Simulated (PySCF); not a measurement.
# C3H7ClOSi: the cost of one run

The runs use PySCF 2.14.0, with density-fitted response routines of our own; the level of theory stands in each step. All values are computed, except where a source is named. Atoms count from 0, in the outputs and in this text.

**1. The molecule as given**

13 atoms, charge 0, multiplicity 1; geometry from: GFN2-xTB.

Bonds of the start (Å): C0–C1 1.32, C1–C2 1.50, C2–O3 1.40, O3–Si4 1.61, Si4–Cl5 1.99, C0–H6 1.08, C0–H7 1.08, C1–H8 1.08, C2–H9 1.10, C2–H10 1.10, Si4–H11 1.46, Si4–H12 1.46.

**2. Ultraviolet spectrum: wB97X-D/def2-SVPD**

Job settings and geometry (Å):

```
{"job": {"kind": "uv", "xc": "wB97X-D", "basis": "def2-SVPD", "nstates": 8, "ntriplets": 3}, "charge": 0, "multiplicity": 1}
C     -2.621389     0.148334    -0.302085
C     -1.403185    -0.317136    -0.497795
C     -0.255537    -0.110946     0.442538
O      0.868481     0.328810    -0.273103
Si     2.442993     0.110330    -0.001190
Cl     3.279925     1.032736    -1.556670
H     -2.875230     0.724447     0.572617
H     -3.418217    -0.035858    -1.001525
H     -1.154518    -0.886224    -1.382746
H     -0.024730    -1.057358     0.950719
H     -0.506388     0.634118     1.206311
H      2.870476     0.737575     1.246578
H      2.792932    -1.308342    -0.005119
```

Level: TDDFT wB97X-D/def2-SVPD, vertical, gas phase, core orbitals frozen in the response.

Started as:

```
> OMP_NUM_THREADS=1 python probes_run.py task.json out
```

One launch serves the whole session: the jobs run in the order shown.

**Question.** How long does this job take on 1 thread of Intel Xeon at 2.50GHz, shared host, and how much memory does it need?

About 97 s, with a peak of 0.82 GiB.
